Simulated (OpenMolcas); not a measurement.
# W⁴⁺ with 6 ligands (water): CASSCF and CASPT2 levels and susceptibility

Which state of W⁴⁺ lies lowest among these ligands, how large is the field, and what χT follows?

Program: OpenMolcas 26.06. Level of theory: state-averaged CASSCF and CASPT2, spin-orbit coupling by RASSI with atomic mean-field integrals. These are calculated values, not measurements, unless marked.

**1. The atom as given**

```
Species                           : W⁴⁺ (tungsten, Z = 74, 70 electrons)
Basis                             : ANO-RCC-VTZP [8s7p5d3f2g1h], 248 functions with the ligands
Scalar Hamiltonian                : DKH2, point nucleus
Inactive shells                   : 1s 2s 2p 3s 3p 3d 4s 4p 4d 4f 5s 5p of the metal, and all ligand shells
Active space                      : 2 electrons in 5 orbitals (5d)
Some configurations of this space : 5d2
Orbitals                          : optimised for each spin and parity, averaged over all roots
```

Outer shells as boxes (Hund's rule):

5d2
```
5d [↑ ][↑ ][  ][  ][  ]
```

W⁴⁺ is taken with 6 ligands (water) in octahedron coordination (Th) at 1.88 Å. Ligand basis ANO-RCC-VDZP. The distances are assumed, not relaxed.

```xyz
19

W     0.0000    0.0000    0.0000
O     1.8800    0.0000    0.0000
H     2.4570    0.7797    0.0000
H     2.4570   -0.7797    0.0000
O     0.0000    1.8800    0.0000
H     0.0000    2.4570    0.7797
H     0.0000    2.4570   -0.7797
O    -1.8800    0.0000    0.0000
H    -2.4570    0.7797    0.0000
H    -2.4570   -0.7797    0.0000
O     0.0000   -1.8800    0.0000
H     0.0000   -2.4570    0.7797
H     0.0000   -2.4570   -0.7797
O     0.0000    0.0000    1.8800
H     0.7797    0.0000    2.4570
H    -0.7797    0.0000    2.4570
O     0.0000    0.0000   -1.8800
H     0.7797    0.0000   -2.4570
H    -0.7797    0.0000   -2.4570
```

Each step is its own input file, run in one work folder so that later steps find the files of earlier ones. Labels, J, g values, rates, χT and fits are worked out afterwards by a script from the matrices that RASSI stores.

**2. One- and two-electron integrals**

Input file a.inp:

```
&GATEWAY
Coord
19

W 0.0 0.0 0.0
O 1.880000 0.000000 0.000000
H 2.456978 0.779741 0.000000
H 2.456978 -0.779741 0.000000
O 0.000000 1.880000 0.000000
H 0.000000 2.456978 0.779741
H 0.000000 2.456978 -0.779741
O -1.880000 0.000000 0.000000
H -2.456978 0.779741 0.000000
H -2.456978 -0.779741 0.000000
O 0.000000 -1.880000 0.000000
H 0.000000 -2.456978 0.779741
H 0.000000 -2.456978 -0.779741
O 0.000000 0.000000 1.880000
H 0.779741 0.000000 2.456978
H -0.779741 0.000000 2.456978
O 0.000000 0.000000 -1.880000
H 0.779741 0.000000 -2.456978
H -0.779741 0.000000 -2.456978
Basis=W.ANO-RCC-VTZP,H.ANO-RCC-VDZP,O.ANO-RCC-VDZP
Group=XYZ
NoMove
AngMom=0.0 0.0 0.0
AMFI
RICD
&SEWARD
```

The run is started by

```bash
$ OMP_NUM_THREADS=1 MOLCAS_MEM=2457 MOLCAS_PROJECT=a pymolcas a.inp > a.log
```

**3. CASSCF: triplets of even parity, 10 roots**

Input file a.inp:

```
&RASSCF
FileOrb=start.orb
Symmetry=1
Spin=3
nActEl=2 0 0
Inactive=30 34
Ras2=5 0
CIRoot=10 10 1
SDav=10
CIMx=300
Iter=150 100
PrWF=0.3
OrbListing=Nothing
MaxOrb=0
LevShft=1.0
>>> COPY $Project.JobIph JOB001
```

start.orb holds start orbitals that the driver prepared beforehand, or those of the step before.

**4. CASSCF: singlets of even parity, 15 roots**

Input file a.inp:

```
&RASSCF
FileOrb=start.orb
Symmetry=1
Spin=1
nActEl=2 0 0
Inactive=30 34
Ras2=5 0
CIRoot=15 15 1
SDav=15
CIMx=300
Iter=150 100
PrWF=0.3
OrbListing=Nothing
MaxOrb=0
LevShft=1.0
>>> COPY $Project.JobIph JOB002
```

**5. RASSI: spin-orbit coupling between the states**

Input file a.inp:

```
&RASSI
NrOfJobIphs=2 10 15
1 2 3 4 5 6 7 8 9 10
1 2 3 4 5 6 7 8 9 10 11 12 13 14 15
IphNames
JOB001
JOB002
EJob
SpinOrbit
DIPRint=1.0
SOCoupling=1000.0
Subsets=2
Property=9
'ANGMOM' 1 'ANGMOM' 2 'ANGMOM' 3 'MLTPL  1' 1 'MLTPL  1' 2 'MLTPL  1' 3
'AMFI' 1 'AMFI' 2 'AMFI' 3
SOProperty=3
'ANGMOM' 1 'ANGMOM' 2 'ANGMOM' 3
```

**6. CASPT2: IPEA 0.25, imaginary shift 0.1 (32 orbitals frozen, the lowest in energy)**

Input file a.inp:

```
>>> COPY JOB001 $Project.JobIph
&CASPT2
Multistate=10 1 2 3 4 5 6 7 8 9 10
NoMult
Frozen=17 15
IPEA=0.25
Imaginary=0.1
MaxIter=60
WThr=0.0 0.3 0.05
PrWF=0.5
NoMix
>>> COPY JOB002 $Project.JobIph
&CASPT2
Multistate=15 1 2 3 4 5 6 7 8 9 10 11 12 13 14 15
NoMult
Frozen=17 15
IPEA=0.25
Imaginary=0.1
MaxIter=60
WThr=0.0 0.3 0.05
PrWF=0.5
NoMix
```

(Steps that only read results are left out.)

**Question.** What will these runs give? Wanted: spin-free ground state; first state of the same spin within the active space; lowest level; next level.

**Answer**, as computed:

| quantity | value |
| --- | --- |
| method | SS-CASPT2, IPEA 0.25, imaginary shift 0.1 (32 orbitals frozen, the lowest in energy) |
| spin-free ground state | 3T1, 3-fold in its orbital part |
| first state of the same spin within the active space | 3T2 at 50100 cm⁻¹ |
| lowest level | 2-fold E, g = 0.00, 0.00, 0.00 |
| next level | 134.8 cm⁻¹ |
| χT at 300 K | 0.19 cm³ K/mol |
| effective moment at 300 K | 1.24 μB |

Cost by method:

```csv
method,time of its own steps,time with the reference
A. CASSCF,1.8 min,1.8 min
"B. SS-CASPT2, IPEA 0.25, imaginary shift 0.1 (32 orbitals frozen, the lowest in energy)",6.7 min,8.5 min
```

Times are of one thread on a shared host.

**Reading.** The spin-free ground state (3T1) is 3-fold and keeps the highest spin of the shell. χT at 300 K is 0.19, against 1.00 cm³ K/mol for the spin alone, so spin-orbit coupling lowers it. CASPT2 does not keep the components of a term degenerate, and the means are used. The frozen orbitals are chosen by energy, so an outer shell of the metal can be frozen while a deeper shell elsewhere is correlated. The bonds are covalent and no ligand orbital is active, so the numbers are rough.
